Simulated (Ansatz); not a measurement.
## Molecular dynamics of In4Sb4H

Input file:

```yaml
accuracy: low
crystal:
  lattice:
    - [9.137234, 0.0, 0.0]
    - [0.0, 6.461, 0.0]
    - [0.0, 0.0, 19.852925]
  atoms:
    - { symbol: In, position: [0.0, 0.0, 0.0503704] }
    - { symbol: Sb, position: [0.98762216, 0.27978307, 0.15454332] }
    - { symbol: In, position: [0.75241982, 0.5195249, 0.16935951] }
    - { symbol: Sb, position: [0.25, 0.75, 0.0503704] }
    - { symbol: In, position: [0.26177863, 0.5609551, 0.17184622] }
    - { symbol: Sb, position: [0.75, 0.75, 0.0503704] }
    - { symbol: In, position: [0.5, 0.0, 0.0503704] }
    - { symbol: Sb, position: [0.48771372, 0.29964387, 0.1533889] }
    - { symbol: In, position: [0.53821956, 0.046815, 0.28371505] }
    - { symbol: Sb, position: [0.48151032, 0.26796547, 0.40757601] }
    - { symbol: In, position: [0.21629319, 0.47395502, 0.36230303] }
    - { symbol: Sb, position: [0.78946973, 0.77472277, 0.28056509] }
    - { symbol: In, position: [0.73530326, 0.49338411, 0.37970376] }
    - { symbol: Sb, position: [0.24911965, 0.81893071, 0.28104291] }
    - { symbol: In, position: [0.99574659, 0.07299851, 0.27702354] }
    - { symbol: Sb, position: [0.96614222, 0.25260269, 0.40558603] }
    - { symbol: H, position: [0.87237897, -0.11729536, 0.5150222] }
    - { symbol: H, position: [0.86882344, -0.23515888, 0.50367357] }
basis:
  ecutwfc: 420.0
kpoints:
  mp_grid: { grid: [2, 2, 1] }
hamiltonian:
  xc: lda
  pseudopotentials: { kind: paw, azcp: { folder: soft_1 } }
scf:
  occupations: { method: fermi_dirac, width: 0.05 }
  lower_state_search: "off"
  max_iter: 74
md:
  timestep: 0.75
  n_steps: 200
  ensemble: nvt_nose_hoover
  temperature: 1400.0
  initial_velocities: maxwell_boltzmann
  seed: 972683
  nose_hoover: { tau: 3.0, chain_length: 1 }
  constraints: [{ sites: [0, 3, 5, 6] }]
```

Launched with:

```bash
$ ansatz run input.yaml --threads 4 --pin off --max-ram 10240MiB --backend cpu --events-out ev --progress --plain --runs-dir out
```

It goes on from the last frame of an earlier run, with new velocities.

Output, in part (step lines):

```
md step     0: t =     0.00 fs  T =  1400.0 K  F+E_penalty+E_count = -94371.36389702 eV  E_kin = 2.533496 eV  conserved = -94368.83040104 eV  (13 SCF iters)
md step     1: t =     0.75 fs  T =  1399.7 K  F+E_penalty+E_count = -94371.36340153 eV  E_kin = 2.533027 eV  conserved = -94368.83038160 eV  (7 SCF iters)
md step     2: t =     1.50 fs  T =  1393.1 K  F+E_penalty+E_count = -94371.35018062 eV  E_kin = 2.521045 eV  conserved = -94368.82939039 eV  (6 SCF iters)
md step     3: t =     2.25 fs  T =  1386.4 K  F+E_penalty+E_count = -94371.33559008 eV  E_kin = 2.508856 eV  conserved = -94368.82879038 eV  (6 SCF iters)
md step     4: t =     3.00 fs  T =  1383.7 K  F+E_penalty+E_count = -94371.32680593 eV  E_kin = 2.504036 eV  conserved = -94368.82956907 eV  (6 SCF iters)
md step     5: t =     3.75 fs  T =  1381.1 K  F+E_penalty+E_count = -94371.31456434 eV  E_kin = 2.499263 eV  conserved = -94368.83048804 eV  (5 SCF iters)
md step     6: t =     4.50 fs  T =  1373.8 K  F+E_penalty+E_count = -94371.28855101 eV  E_kin = 2.486096 eV  conserved = -94368.83035691 eV  (5 SCF iters)
md step     7: t =     5.25 fs  T =  1364.8 K  F+E_penalty+E_count = -94371.25301152 eV  E_kin = 2.469863 eV  conserved = -94368.82955602 eV  (5 SCF iters)
[... lines left out ...]
md step   199: t =   149.25 fs  T =  1324.7 K  F+E_penalty+E_count = -94369.35373162 eV  E_kin = 2.397168 eV  conserved = -94368.82851727 eV  (6 SCF iters)
md step   200: t =   150.00 fs  T =  1303.5 K  F+E_penalty+E_count = -94369.32928430 eV  E_kin = 2.358925 eV  conserved = -94368.82823664 eV  (6 SCF iters)
```

The steps, from the saved trajectory:

```tsv
time (fs)	T (K)	potential energy less start (eV)	conserved less start (meV/atom)
0.0	1400	0.000	0.00
4.5	1374	0.075	0.00
9.0	1429	0.178	0.01
13.5	1383	0.366	0.06
18.0	1391	0.508	0.08
22.5	1396	0.741	0.10
27.0	1422	0.865	0.11
31.5	1342	1.094	0.10
36.0	1454	1.192	0.09
40.5	1374	1.390	0.09
45.0	1405	1.448	0.07
49.5	1446	1.470	0.09
54.0	1410	1.276	0.01
58.5	1331	1.193	0.02
63.0	1467	1.103	0.01
67.5	1408	1.038	0.01
72.0	1356	0.944	0.00
76.5	1451	0.864	0.00
81.0	1384	0.852	0.03
85.5	1371	0.831	0.02
90.0	1426	0.910	0.07
94.5	1415	0.901	0.07
99.0	1324	1.003	0.10
103.5	1473	0.998	0.11
108.0	1353	1.131	0.10
112.5	1380	1.147	0.08
117.0	1425	1.297	0.09
121.5	1412	1.326	0.03
126.0	1345	1.445	0.04
130.5	1465	1.507	0.00
135.0	1390	1.633	0.01
139.5	1367	1.746	0.01
144.0	1474	1.834	0.01
148.5	1365	1.967	0.06
```

All steps were run. The conserved energy stayed within 0.14 meV per atom of its start (net change 0.12 meV per atom), so the integration is sound. A run of 0.15 ps of so small a system gives no equilibrium averages. Limits of this set-up: thin slab, slab without dipole correction, no dispersion correction for a molecule that may bind weakly, PAW files made for another functional, low accuracy level.

Mean squared displacements from the first frame to the last: In 0.24 Å², Sb 0.34 Å², H 4.50 Å².

Last frame:

```xyz
18
Lattice="9.1372 0.0000 0.0000 0.0000 6.4610 0.0000 0.0000 0.0000 19.8529" Properties=species:S:1:pos:R:3
In 0.000 0.000 1.000
Sb 9.644 2.189 3.213
In 6.729 2.769 3.448
Sb 2.284 4.846 1.000
In 2.811 4.107 3.527
Sb 6.853 4.846 1.000
In 4.569 0.000 1.000
Sb 4.238 1.327 3.601
In 4.701 0.173 6.118
Sb 4.604 1.816 8.191
In 2.436 3.054 7.496
Sb 6.846 5.346 5.252
In 7.168 3.091 7.162
Sb 2.071 5.439 6.344
In 9.055 0.694 5.878
Sb 9.279 1.574 8.437
H 6.295 0.555 9.559
H 6.624 -0.011 10.121
```

The run took 11 min on 4 threads of Intel(R) Xeon(R) 6975P-C (Granite Rapids), on a shared host, peak memory 3.1 GiB.
